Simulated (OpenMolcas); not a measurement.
# BHLYP/ANO-S-VDZP (Cholesky decomposition) run of VF5 (SMILES [F][V]([F])([F])([F])[F])

Aim: the vertical ionisation energy of VF5 at BHLYP/ANO-S-VDZP (Cholesky decomposition), from 2 runs. 

The results are computed with OpenMolcas 26.06.

## 1. Starting point

The species is VF5 (6 atoms), meant as a singlet with charge 0. SMILES: `[F][V]([F])([F])([F])[F]`. Geometry: a GFN2-xTB relaxation, a rough one for these elements and not checked as a minimum.

Bond lengths: F1–V2 1.643 Å, V2–F3 1.651 Å, V2–F4 1.651 Å, V2–F5 1.643 Å, V2–F6 1.652 Å. Angles: F1–V2–F3 90.1°, F1–V2–F4 89.9°, F1–V2–F5 179.9°, F1–V2–F6 90.1°, F3–V2–F4 120.5°, F3–V2–F5 89.9°, F3–V2–F6 119.6°, F4–V2–F5 90.0°, F4–V2–F6 119.9°, F5–V2–F6 90.0°.

## 2. The energy at BHLYP/ANO-S-VDZP (Cholesky decomposition)

Input file job.inp:

```
* F5V Kohn-Sham DFT
>>> EXPORT MOLCAS_PRINT=2

&GATEWAY
 Coord
 6
 angstrom
 F       -0.617950      -1.184960       0.956100
 V       -0.000150      -0.001480      -0.001140
 F        1.493250      -0.698030       0.097800
 F       -1.046130      -0.430790      -1.203840
 F        0.616540       1.180370      -0.960970
 F       -0.445550       1.134880       1.112050
 Basis=ANO-S-VDZP
 Group=NoSym

&SEWARD
 High

&SCF
 KSDFT=HYB_GGA_XC_BHANDHLYP
 PrOrbitals=1 1
```

On the command line:

```sh
$ export MOLCAS_MEM=1860
$ pymolcas job.inp > job.log
```

Output:

```text
--- Start Module: gateway ---
[...]
--- Stop Module: gateway /rc=_RC_ALL_IS_WELL_ ---
--- Start Module: seward ---
[...]
      Basis functions          104
--- Stop Module: seward /rc=_RC_ALL_IS_WELL_ ---
[...]
--- Start Module: scf ---
[...]
       Convergence after  14 Iterations
[...]
::    Total KS-DFT energy                           -1443.2613034762
[...]
      Total spin, S                                     0.0000000000
[...]
      Total electronic charge=   68.000000
      Total            charge=   -0.000000
[...]
      Dipole Moment (debye):
      Origin of the operator (angstrom)=   -0.0000   -0.0003   -0.0002
                   X=  5.1645E-04               Y= -1.4836E-02               Z= -1.1354E-02           Total=  1.8689E-02
      Quadrupole Moment (debye*angstrom):
[...]
--- Stop Module: scf /rc=_RC_ALL_IS_WELL_ ---
[...]
```

It took 35 s on 1 thread of Arm Neoverse V2, shared host; peak memory 0.094 GiB.

## 3. The doublet cation, same level

Input file job.inp:

```
>>> EXPORT MOLCAS_PRINT=2
&GATEWAY
Coord
6
angstrom
F       -0.617950      -1.184960       0.956100
V       -0.000150      -0.001480      -0.001140
F        1.493250      -0.698030       0.097800
F       -1.046130      -0.430790      -1.203840
F        0.616540       1.180370      -0.960970
F       -0.445550       1.134880       1.112050
Basis
ANO-S-VDZP
Group
NoSym
&SEWARD
High
&SCF
UHF
Charge
1
Spin
2
KSDFT
HYB_GGA_XC_BHANDHLYP
PrOrbitals
1 1
```

On the command line:

```sh
$ export MOLCAS_MEM=1860
$ pymolcas job.inp > job.log
```

Output:

```text
--- Start Module: gateway ---
[...]
--- Stop Module: gateway /rc=_RC_ALL_IS_WELL_ ---
--- Start Module: seward ---
[...]
      Basis functions          104
--- Stop Module: seward /rc=_RC_ALL_IS_WELL_ ---
[...]
--- Start Module: scf ---
[...]
       Convergence after  57 Iterations
[...]
::    Total KS-DFT energy                           -1442.6852811730
[...]
      Total spin, S                                     0.5362019054
[...]
      Total electronic charge=   67.000000
      Total            charge=    1.000000
[...]
      Dipole Moment (debye):
      Origin of the operator (angstrom)=   -0.0000   -0.0003   -0.0002
                   X= -1.6588E+00               Y= -1.7951E+00               Z=  4.3672E-02           Total=  2.4445E+00
      Center of Charge (angstrom)
[...]
--- Stop Module: scf /rc=_RC_ALL_IS_WELL_ ---
[...]
```

It took 2 min on 1 thread of Arm Neoverse V2, shared host; peak memory 0.094 GiB.

## 4. Summary of results

Level: BHLYP/ANO-S-VDZP (Cholesky decomposition).

```
                                          quantity           value
                         singlet VF5: total energy  -1443.26130 Eh
                        singlet VF5: dipole moment          0.02 D
                          singlet VF5: HOMO energy       -14.79 eV
                          singlet VF5: LUMO energy        -4.60 eV
                        singlet VF5: HOMO–LUMO gap        10.19 eV
                      doublet cation: total energy  -1442.68528 Eh
doublet cation: HOMO energy (highest over α and β)       -21.13 eV
 doublet cation: LUMO energy (lowest over α and β)       -16.48 eV
                              doublet cation: ⟨S²⟩           0.824
vertical ionisation energy (to the doublet cation)       15.674 eV
```

In words: The vertical ionisation energy comes to 15.67 eV (361 kcal/mol). −ε(HOMO) before ionisation, 14.79 eV, is 0.88 eV below this ionisation energy. Mulliken charges (singlet VF5) run from -0.36 on F1 to +1.79 on V2.
